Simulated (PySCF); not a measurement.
# C2H8BNO: the cost of one run

Programs: PySCF 2.14.0, with density-fitted response routines of our own. Each step states its level of theory. These are calculated values for one molecule in the gas phase, unless marked as measured. Atoms count from 0, in the outputs and in this text.

## 1. Starting geometry

13 atoms, charge 0, multiplicity 1; geometry from: GFN2-xTB. The atoms were then displaced at random by about 0.01 Å, so the start is not that level's minimum.

Bonds of the start (Å): C0–N1 1.47, N1–B2 1.41, B2–C3 1.56, B2–O4 1.36, C0–H5 1.09, C0–H6 1.09, C0–H7 1.08, N1–H8 1.02, C3–H9 1.10, C3–H10 1.08, C3–H11 1.11, O4–H12 0.98.

## 2. Geometry optimisation at PBE0-D3(BJ)/def2-SVP

The job: settings as JSON, then the geometry in Å.

```
{"job": {"xc": "PBE0", "basis": "def2-SVP", "d3": "d3bj", "grid": 1, "shake": 0.01, "kind": "geom"}, "charge": 0, "multiplicity": 1}
C      1.573840    -0.983330    -0.001240
N      0.995230     0.364910     0.096890
B     -0.355130     0.775790     0.050330
C     -1.499900    -0.263790    -0.125020
O     -0.540160     2.120520     0.174000
H      0.741970    -1.671450    -0.120400
H      2.226140    -1.042890    -0.872230
H      2.143920    -1.210240     0.884710
H      1.701760     1.089810     0.232110
H     -1.546210    -1.003700     0.690370
H     -1.451990    -0.818280    -1.047390
H     -2.501090     0.221510    -0.119380
H     -1.482560     2.404260     0.146920
```

Launch:

```
$ OMP_NUM_THREADS=1 python probes_run.py task.json out
```

One launch serves the whole session: the jobs run in the order shown.

Q: Estimate the wall time and peak memory of this first job on 1 thread of Arm Neoverse V1, shared host.

About 33 s, with a peak of 0.44 GiB.
